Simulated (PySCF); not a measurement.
**C₆H₇FGe: electronic excitations**

What electronic excitations should C₆H₇FGe (`C#[C][GeH2][C]#CCCF`) show?

Programs: PySCF 2.14.0, with density-fitted response routines of our own. Each step states its level of theory. These are calculated values for one molecule in the gas phase, unless marked as measured. Atoms count from 0, in the outputs and in this text.

### Step 1. The molecule as given

15 atoms, charge 0, multiplicity 1; geometry from: GFN2-xTB.

Bonds of the start (Å): C0–C1 1.20, C1–Ge2 1.90, Ge2–C3 1.89, C3–C4 1.21, C4–C5 1.45, C5–C6 1.53, C6–F7 1.37, C0–H8 1.05, Ge2–H9 1.50, Ge2–H10 1.50, C5–H11 1.09, C5–H12 1.09, C6–H13 1.09, C6–H14 1.09.

### Step 2. Ultraviolet spectrum: PBE0/def2-SVPD

What the job is given:

```
{"job": {"kind": "uv", "xc": "PBE0", "basis": "def2-SVPD", "nstates": 8, "ntriplets": 3}, "charge": 0, "multiplicity": 1}
C      3.863919     0.489370    -0.874462
C      3.106108    -0.366519    -0.500695
Ge     1.921796    -1.723503     0.091452
C      0.191360    -0.977375     0.278966
C     -0.914642    -0.513902     0.402526
C     -2.238746     0.055506     0.547585
C     -2.228191     1.537652     0.178084
F     -3.488593     2.063304     0.323856
H      4.529180     1.237175    -1.201750
H      1.882923    -2.821908    -0.925449
H      2.388314    -2.235869     1.418669
H     -2.576001    -0.057240     1.582208
H     -2.940588    -0.474827    -0.102799
H     -1.564323     2.108844     0.835121
H     -1.936930     1.687281    -0.866640
```

Method: TDDFT PBE0/def2-SVPD, vertical, gas phase, core orbitals frozen in the response.

On the command line:

```bash
$ OMP_NUM_THREADS=1 python probes_run.py task.json out
```

This one command runs all jobs of the session in turn.

What it wrote:

```text
coarse grid: 61104 points
cycle   1  E = -2408.3354116870  dE =  3.136e-01  |g| = 6.910e-01  |ddm| = 9.268e+00
cycle   2  E = -2408.2994905650  dE =  3.592e-02  |g| = 8.441e-01  |ddm| = 3.831e+00
cycle   3  E = -2408.4205665160  dE = -1.211e-01  |g| = 1.298e-01  |ddm| = 1.982e+00
cycle   4  E = -2408.4231092324  dE = -2.543e-03  |g| = 7.125e-02  |ddm| = 4.011e-01
cycle   5  E = -2408.4242368559  dE = -1.128e-03  |g| = 2.276e-02  |ddm| = 1.419e-01
cycle   6  E = -2408.4243496592  dE = -1.128e-04  |g| = 4.918e-03  |ddm| = 3.734e-02
cycle   7  E = -2408.4243531887  dE = -3.530e-06  |g| = 2.256e-03  |ddm| = 1.737e-02
final grid: 129496 points
cycle   8  E = -2408.4243287441  dE =  4.611e-06  |g| = 4.817e-03  |ddm| = 1.436e-02
cycle   9  E = -2408.4243055361  dE =  2.321e-05  |g| = 1.065e-02  |ddm| = 2.135e-02
cycle  10  E = -2408.4243346686  dE = -2.913e-05  |g| = 4.225e-04  |ddm| = 1.440e-02
cycle  11  E = -2408.4243347083  dE = -3.968e-08  |g| = 1.309e-04  |ddm| = 8.213e-04
cycle  12  E = -2408.4243347128  dE = -4.448e-09  |g| = 1.308e-05  |ddm| = 2.932e-04
cycle  13  E = -2408.4243347128  dE = -2.456e-11  |g| = 4.200e-06  |ddm| = 2.673e-05
converged SCF energy = -2408.4243347128

Static polarisability (au): isotropic 98.692, principal 71.964 95.577 128.537

Singlet excitations
state   eV       nm        f      main configurations
  1   6.0929    203.5   0.00024   H->L 0.61, H->L+2 0.19
  2   6.2660    197.9   0.00016   H-2->L 0.36, H-1->L+1 0.17, H-3->L+1 0.16
  3   6.3677    194.7   0.00284   H-1->L 0.39, H->L+1 0.32, H-1->L+2 0.10
  4   6.4112    193.4   0.00011   H-1->L+1 0.54, H-2->L 0.20, H-1->L+4 0.10
  5   6.5277    189.9   0.00814   H-2->L+1 0.32, H-3->L 0.30, H->L+1 0.10
  6   6.5909    188.1   0.00074   H-3->L+1 0.58, H-1->L+4 0.14, H-2->L 0.09
  7   7.0024    177.1   0.00080   H->L+2 0.68, H->L 0.18
  8   7.1163    174.2   0.01783   H-1->L+2 0.54, H-1->L 0.27

Triplet excitations (Tamm-Dancoff, eV): 5.0572 5.0768 5.5011
```

Run time: 61 s. Hardware: 1 thread of Arm Neoverse V2, shared host; peak memory 0.95 GiB.

Frontier orbitals and where they lie:

| orbital | eV | atoms |
| --- | --- | --- |
| HOMO−3 | -8.45 | C1 39 %, C0 38 %, Ge2 7 % |
| HOMO−2 | -8.37 | C1 39 %, C0 38 %, Ge2 6 % |
| HOMO−1 | -8.05 | C3 36 %, C4 33 %, C1 6 % |
| HOMO | -7.95 | C3 35 %, C4 33 %, Ge2 7 % |
| LUMO | -0.12 | Ge2 20 %, C0 18 %, C1 17 % |
| LUMO+1 | -0.07 | Ge2 21 %, C0 18 %, C1 17 % |
| LUMO+2 | 0.20 | Ge2 26 %, C3 14 %, C4 13 % |

With each of the 8 states as a Gaussian band of 0.4 eV half-width at 1/e, the curve within the window shown has maxima at 175 nm (ε 810) L/(mol cm). Beyond the last state computed it falls off for lack of states. The curve at chosen wavelengths:

```tsv
nm	ε (L/mol/cm)
167	425
169	569
172	740
174	798
176	808
179	758
181	708
183	662
186	611
188	584
190	555
193	497
195	446
197	387
199	324
202	234
204	180
206	135
209	83
211	58
213	40
216	22
218	14
220	9
223	5
225	3
```

Ground-state properties from the same run:

| property | computed |
| --- | --- |
| dipole moment (D) | 1.01 |
| polarisability (Å³) | 14.62 |
| HOMO–LUMO gap (eV) | 7.83 |
| −ε(HOMO) (eV) | 7.95 |

### Step 3. Outcome

| quantity | value |
| --- | --- |
| lowest singlet (PBE0/def2-SVPD) | 6.09 eV (203 nm), f = 0.000 |
| brightest single state of those computed | state 8, 7.12 eV, f = 0.018 |
| lowest triplet | 5.06 eV |

**Reading.** The first singlet state (HOMO→LUMO 0.61, HOMO→LUMO+2 0.19) lies at 6.09 eV and is dark; of the 8 states computed, the strongest absorption comes from state 8 at 7.12 eV (the last computed, so partners may be missing). The lowest triplet lies 1.04 eV below the lowest singlet (triplets in Tamm-Dancoff, singlets in full TDDFT).
